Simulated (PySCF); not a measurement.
# C₅H₂BrF: magnetic properties

What do calculations give for the magnetic properties of C₅H₂BrF (`C#CC1=C[C@]1(F)Br`)?

Programs: PySCF 2.14.0, with routines of our own; each step states its level. All values are computed. Atoms count from 0.

## (1) The system as given

9 atoms, charge 0, multiplicity 1; geometry from: GFN2-xTB.

## (2) Magnetic properties: GIAO wB97X-D/pcSseg-1

The job: settings as JSON, then the geometry in Å.

```
{"job": {"kind": "mag", "xc": "wB97X-D", "basis": "pcSseg-1", "isotopologues": 2}, "charge": 0, "multiplicity": 1}
C      2.477016    -0.218351    -0.611946
C      1.294105    -0.250767    -0.390461
C     -0.048305    -0.228515    -0.090437
C     -1.295703    -0.651534    -0.231079
C     -1.089686     0.423990     0.739531
F     -1.158607     0.182152     2.078634
Br    -1.674193     2.263387     0.424714
H      3.504601    -0.211701    -0.823619
H     -1.995666    -1.302666    -0.693278
```

Method: GIAO wB97X-D/pcSseg-1 magnetisability, rotational g tensor and spin-rotation constants, non-relativistic, gas phase.

Launch:

```console
OMP_NUM_THREADS=1 python excited_run.py task.json out
```

This one command runs all jobs of the session in turn.

What it wrote:

```text
coarse grid: 43480 points
cycle   1  E = -2865.1238009774  dE =  2.616e-01  |g| = 9.141e-01  |ddm| = 3.277e+00
cycle   2  E = -2865.1108523156  dE =  1.295e-02  |g| = 8.341e-01  |ddm| = 1.312e+00
cycle   3  E = -2865.2191515238  dE = -1.083e-01  |g| = 1.784e-01  |ddm| = 7.498e-01
cycle   4  E = -2865.2242139761  dE = -5.062e-03  |g| = 4.503e-02  |ddm| = 1.525e-01
cycle   5  E = -2865.2245167118  dE = -3.027e-04  |g| = 1.930e-02  |ddm| = 5.267e-02
cycle   6  E = -2865.2246064039  dE = -8.969e-05  |g| = 5.377e-03  |ddm| = 2.146e-02
cycle   7  E = -2865.2246140020  dE = -7.598e-06  |g| = 1.337e-03  |ddm| = 1.046e-02
final grid: 91464 points
cycle   8  E = -2865.2245965705  dE = -1.527e-06  |g| = 1.593e-03  |ddm| = 6.723e-03
cycle   9  E = -2865.2245963517  dE =  2.188e-07  |g| = 1.848e-03  |ddm| = 3.750e-03
cycle  10  E = -2865.2245970949  dE = -7.431e-07  |g| = 2.931e-04  |ddm| = 2.008e-03
cycle  11  E = -2865.2245971130  dE = -1.810e-08  |g| = 7.662e-05  |ddm| = 2.787e-04
cycle  12  E = -2865.2245971156  dE = -2.622e-09  |g| = 3.678e-05  |ddm| = 1.901e-04
cycle  13  E = -2865.2245971161  dE = -5.684e-10  |g| = 9.920e-06  |ddm| = 7.270e-05
converged SCF energy = -2865.2245971161

Magnetisability tensor (1e-30 J/T^2)
    -1049.81       78.49      -16.14
       78.49    -1258.87      143.06
      -16.14      143.06    -1261.16
isotropic -1189.95   principal values   -1415.48  -1136.07  -1018.29
isotropic susceptibility -71.660 1e-6 cm^3/mol

Inertial axes            a          b          c
rot. const./GHz      3.1370     1.0520     0.9177
chi total           -70.687    -76.882    -67.413
chi diamagnetic    -440.751  -1116.067  -1256.826
chi paramagnetic    370.064   1039.185   1189.414
quadrupole/D A        6.255     -3.955     -2.300
g nuclear            0.5196     0.5110     0.5060
g electronic        -0.5454    -0.5136    -0.5128
g total             -0.0257    -0.0026    -0.0068

Spin-rotation constants (kHz, H = +C I.J)
atom  isotope        aa         bb         cc
  5    19F        3.592      1.010      1.386
  6   79Br        4.192      1.964      2.456
  7     1H       -0.036     -0.069     -0.093
  8     1H       -0.351     -0.075      0.070
  0    13C*       0.831      0.300      0.277
  1    13C*       0.381      0.247      0.276
  2    13C*       1.442      0.231      0.276
  3    13C*       1.189      0.202      0.378
  4    13C*       0.909      0.209      0.248
* in the singly substituted isotopologue

Isotopologues: g along a, b, c
2H    at 7,8               -0.0247    -0.0032    -0.0058
13C   at 0                 -0.0259    -0.0026    -0.0066
```

It took 21 s on 1 thread of Arm Neoverse V2, shared host; peak memory 0.81 GiB.

In short:

```csv
quantity,value
magnetisability,-1190·10⁻³⁰ J/T²
molar susceptibility,-71.7·10⁻⁶ cm³/mol
"rotational g (a, b, c)","-0.0257, -0.0026, -0.0068"
```

## (3) Magnetic properties: GIAO B3LYP/pcSseg-0

Settings changed since step 2:

```diff
@@ -1,2 +1,2 @@
-{"job": {"kind": "mag", "xc": "wB97X-D", "basis": "pcSseg-1", "isotopologues": 2}, "charge": 0, "multiplicity": 1}
+{"job": {"kind": "mag", "xc": "B3LYP", "basis": "pcSseg-0", "scf": {"damp": 0.9, "max_cycle": 66}}, "charge": 0, "multiplicity": 1}
 C      2.477016    -0.218351    -0.611946
```

With the program's defaults for keys left out, this is: GIAO B3LYP/pcSseg-0 magnetisability, rotational g tensor and spin-rotation constants, non-relativistic, gas phase.

What it wrote:

```text
damping 0.90 in the first 6 cycles
final grid: 91464 points
cycle   1  E = -2862.0066595992  dE = -4.620e-01  |g| = 5.793e-01  |ddm| = 3.862e+00
cycle   2  E = -2862.0362765505  dE = -2.962e-02  |g| = 4.466e-01  |ddm| = 1.638e-01
cycle   3  E = -2862.0534114750  dE = -1.713e-02  |g| = 3.459e-01  |ddm| = 1.279e-01
cycle   4  E = -2862.0633755271  dE = -9.964e-03  |g| = 2.699e-01  |ddm| = 1.005e-01
cycle   5  E = -2862.0692170867  dE = -5.842e-03  |g| = 2.130e-01  |ddm| = 7.939e-02
cycle   6  E = -2862.0624444808  dE =  6.773e-03  |g| = 2.915e-01  |ddm| = 6.688e-01
cycle   7  E = -2862.0386619832  dE =  2.378e-02  |g| = 4.477e-01  |ddm| = 7.982e-01
cycle   8  E = -2862.0784010536  dE = -3.974e-02  |g| = 3.838e-02  |ddm| = 4.877e-01
cycle   9  E = -2862.0787636651  dE = -3.626e-04  |g| = 1.222e-02  |ddm| = 4.317e-02
cycle  10  E = -2862.0787993625  dE = -3.570e-05  |g| = 3.508e-03  |ddm| = 1.421e-02
cycle  11  E = -2862.0788018802  dE = -2.518e-06  |g| = 1.239e-03  |ddm| = 5.047e-03
cycle  12  E = -2862.0788022832  dE = -4.031e-07  |g| = 2.919e-04  |ddm| = 1.998e-03
cycle  13  E = -2862.0788023041  dE = -2.092e-08  |g| = 1.009e-04  |ddm| = 4.490e-04
cycle  14  E = -2862.0788023063  dE = -2.125e-09  |g| = 1.820e-05  |ddm| = 1.516e-04
cycle  15  E = -2862.0788023064  dE = -9.641e-11  |g| = 4.715e-06  |ddm| = 3.348e-05
converged SCF energy = -2862.0788023064

Magnetisability tensor (1e-30 J/T^2)
    -1025.79       83.25      -13.61
       83.25    -1266.48      134.87
      -13.61      134.87    -1266.48
isotropic -1186.25   principal values   -1413.72  -1148.75   -996.29
isotropic susceptibility -71.438 1e-6 cm^3/mol

Inertial axes            a          b          c
rot. const./GHz      3.1370     1.0520     0.9177
chi total           -70.533    -76.443    -67.337
chi diamagnetic    -441.475  -1116.737  -1257.764
chi paramagnetic    370.942   1040.294   1190.427
quadrupole/D A        6.165     -4.137     -2.028
g nuclear            0.5196     0.5110     0.5060
g electronic        -0.5467    -0.5141    -0.5132
g total             -0.0270    -0.0032    -0.0072

Spin-rotation constants (kHz, H = +C I.J)
atom  isotope        aa         bb         cc
  5    19F        3.298      0.905      1.409
  6   79Br        4.357      2.062      2.558
  7     1H       -0.059     -0.080     -0.105
  8     1H       -0.376     -0.089      0.056
  0    13C*       0.845      0.296      0.270
  1    13C*       0.402      0.244      0.273
  2    13C*       1.430      0.221      0.278
  3    13C*       1.195      0.204      0.378
  4    13C*       0.927      0.209      0.256
* in the singly substituted isotopologue
```

It took 7.7 s on 1 thread of Arm Neoverse V2, shared host; peak memory 0.6 GiB.

Despite heavy damping, the SCF converged in 15 cycles.

Key values:

```csv
quantity,value
magnetisability,-1186·10⁻³⁰ J/T²
molar susceptibility,-71.4·10⁻⁶ cm³/mol
"rotational g (a, b, c)","-0.0270, -0.0032, -0.0072"
```

## (4) Magnetic properties side by side

```csv
level,ξ (10⁻³⁰ J/T²),g(a),g(b),gap (eV),functions,time
GIAO wB97X-D/pcSseg-1,-1190,-0.0257,-0.0026,9.47,153,21 s
GIAO B3LYP/pcSseg-0,-1186,-0.0270,-0.0032,5.32,83,7.7 s
```

## (5) Results

| quantity | value |
| --- | --- |
| magnetisability (step 2, GIAO wB97X-D/pcSseg-1) | -1190·10⁻³⁰ J/T² |
| molar susceptibility (step 2, GIAO wB97X-D/pcSseg-1) | -71.7·10⁻⁶ cm³/mol |
| rotational g (a, b, c) (step 2, GIAO wB97X-D/pcSseg-1) | -0.0257, -0.0026, -0.0068 |
| magnetisability over the levels | -1190 to -1186·10⁻³⁰ J/T² |

What this shows: Steps that list no spin-orbit terms leave them out, which matters at and beside the heavy atoms. The magnetisability spreads by 0.3 % over 2 levels, from GIAO wB97X-D/pcSseg-1 (21 s) to GIAO B3LYP/pcSseg-0 (7.7 s); the runs took 7.7 s to 21 s. Two levels can agree by chance, so this spread shows no convergence. Vibrational averaging and real surroundings are missing from these values.
